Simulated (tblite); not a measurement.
# C3H10BN: the cost of one run

Programs: tblite 0.8.0 and PySCF 2.14.0, with density-fitted response routines of our own. Each step states its level of theory. These are calculated values for one molecule in the gas phase, unless marked as measured. Atoms are numbered from 0 throughout.

**1. Starting geometry**

15 atoms, charge 0, multiplicity 1; geometry from: force field or distance geometry start.

Bonds of the start (Å): C0–N1 1.44, N1–B2 1.49, B2–C3 1.61, B2–C4 1.60, C0–H5 1.11, C0–H6 1.12, C0–H7 1.11, N1–H8 1.04, C3–H9 1.13, C3–H10 1.10, C3–H11 1.10, C4–H12 1.10, C4–H13 1.10, C4–H14 1.11.

**2. Optimising the geometry with GFN2-xTB**

Job settings and geometry (Å):

```
{"job": {"kind": "relax", "xc": "GFN2-xTB", "basis": "xTB"}, "charge": 0, "multiplicity": 1}
C      2.110300    -0.017400    -0.217900
N      0.913600    -0.066500     0.572600
B     -0.366800     0.015300    -0.189400
C     -1.116900     1.439500    -0.098400
C     -1.345700    -1.247400    -0.039700
H      2.886200     0.491500     0.390400
H      1.985200     0.577000    -1.156800
H      2.494500    -1.008100    -0.528900
H      0.924600    -0.778700     1.335500
H     -0.863800     1.869400     0.911300
H     -2.207400     1.316700    -0.212700
H     -0.698500     2.120400    -0.857600
H     -1.163600    -1.978200    -0.845800
H     -2.406900    -0.946400     0.003200
H     -1.149400    -1.779200     0.912300
```

On the command line:

```sh
$ OMP_NUM_THREADS=1 python probes_run.py task.json out
```

The driver reads the jobs from task.json and runs them one after another.

**Question.** How long does this first job take on 1 thread of Intel Xeon at 2.70GHz, shared host, and how much memory does it need?

About 1 s, with a peak of 0.18 GiB.
